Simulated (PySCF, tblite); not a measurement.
# C₆H₁₈Si₄: geometry, infrared bands and NMR shifts

Wanted: the infrared bands and NMR shifts of C₆H₁₈Si₄ (`CC(C)[Si@H]1[SiH2][Si@H](C2CC2)[SiH2]1`), by calculation.

The runs use tblite 0.8.0 and PySCF 2.14.0, with density-fitted response routines of our own; the level of theory stands in each step. All values are computed, except where a source is named. Atoms count from 0, in the outputs and in this text.

### Step 1. The starting structure

28 atoms, charge 0, multiplicity 1; geometry from: force field or distance geometry start.

Bonds of the start (Å): C0–C1 1.52, C1–C2 1.50, C1–Si3 1.86, Si3–Si4 2.23, Si4–Si5 2.22, Si5–C6 1.85, C6–C7 1.50, C7–C8 1.52, Si5–Si9 2.21, Si9–Si3 2.22, C8–C6 1.51, C0–H10 1.12, C0–H11 1.12, C0–H12 1.09, C1–H13 1.11, C2–H14 1.12, C2–H15 1.11, C2–H16 1.11, Si3–H17 1.46, Si4–H18 1.46, Si4–H19 1.48, Si5–H20 1.47, C6–H21 1.10, C7–H22 1.11, C7–H23 1.10, C8–H24 1.10, C8–H25 1.11, Si9–H26 1.46, Si9–H27 1.46.

### Step 2. Optimising the geometry with GFN2-xTB

What the job is given:

```
{"job": {"kind": "relax", "xc": "GFN2-xTB", "basis": "xTB"}, "charge": 0, "multiplicity": 1}
C     -2.970700    -0.839400    -0.656300
C     -2.667900     0.008000     0.566100
C     -3.547300     1.225300     0.481600
Si    -0.916900     0.627200     0.397100
Si     0.567300    -0.267300     1.806700
Si     1.593300    -1.278900     0.116600
C      3.308600    -0.706500    -0.285100
C      3.778300     0.682500     0.048200
C      3.378900     0.342600    -1.375600
Si     0.074200    -0.462300    -1.261000
H     -2.482500    -0.320300    -1.514900
H     -4.067300    -0.792700    -0.853600
H     -2.583600    -1.856200    -0.579700
H     -2.834900    -0.589800     1.482200
H     -3.606300     1.493700    -0.606600
H     -4.560700     1.033500     0.895200
H     -3.032100     2.079900     0.971500
H     -0.771400     2.082300     0.382000
H      0.012400    -1.135700     2.843500
H      1.427500     0.772700     2.405600
H      1.559300    -2.735100     0.329200
H      4.031500    -1.523900    -0.443000
H      3.082300     1.315100     0.629300
H      4.862900     0.843400     0.144400
H      4.152800     0.188900    -2.141100
H      2.447100     0.854400    -1.689200
H      0.535500     0.484900    -2.277200
H     -0.791200    -1.499000    -1.809400
```

Started as:

```bash
> OMP_NUM_THREADS=1 python probes_run.py task.json out
```

This one command runs all jobs of the session in turn.

**Question.** This job is followed by: GFN2-xTB harmonic vibrations, gas phase; PBE0-D3(BJ)/def2-SVP geometry optimisation, gas phase; GIAO PBE0/pcSseg-1 NMR shielding, non-relativistic, gas phase; GIAO PBE/pcSseg-1 NMR shielding, non-relativistic, gas phase. What will the session give for the following? strongest single infrared mode (GFN2-xTB); zero-point energy (GFN2-xTB); point group; rotational constants (main isotopes); 13C shifts against TMS (PBE0/pcSseg-1, means over atoms taken as alike); 1H shifts against TMS (PBE0/pcSseg-1, means over atoms taken as alike); 29Si shifts against TMS (PBE0/pcSseg-1, means over atoms taken as alike); range of the shift of C1.

The runs gave:

| quantity | value |
| --- | --- |
| strongest single infrared mode (GFN2-xTB) | 601 cm⁻¹, 681 km/mol |
| zero-point energy (GFN2-xTB) | 133.8 kcal/mol |
| point group | C1 |
| rotational constants (main isotopes) | 1.36, 0.40, 0.38 GHz |
| 13C shifts against TMS (PBE0/pcSseg-1, means over atoms taken as alike) | 22.7, 13.0, 5.2, -6.2 ppm |
| 1H shifts against TMS (PBE0/pcSseg-1, means over atoms taken as alike) | 4.82, 4.35, 3.88, 3.75, 1.19, 1.07, 0.71, 0.29, -0.21 ppm |
| 29Si shifts against TMS (PBE0/pcSseg-1, means over atoms taken as alike) | -34.7, -42.8, -103.8 ppm |
| range of the shift of C1 | 13.0 to 16.5 ppm |

What this shows: The optimisation took 209 steps and gained 1.768 eV; among the close pairs (by a distance rule), Si5–Si9 changed most, from 2.207 to 2.366 Å (GFN2-xTB). All 78 modes are real, so the xTB geometry is a minimum. The strongest single mode, at 601 cm⁻¹, has its largest shares on H20, H26, H27 and H17 (the list is cut at 4 atoms). GFN2-xTB is a fitted tight-binding method: band positions and strengths are rough. Its intensities can rank the bands wrongly. The optimisation took 17 steps and gained 0.499 eV; among the close pairs (by a distance rule), C0–H12 changed most, from 1.034 to 1.102 Å (PBE0/def2-SVP). At PBE0/pcSseg-1: The largest span, 144 ppm, is at Si5, where the paramagnetic term is -495 ppm. In ppm, C1 moves most: its shift spreads over 3.5 ppm, from 13.0 (PBE0/pcSseg-1) to 16.5 (PBE/pcSseg-1).
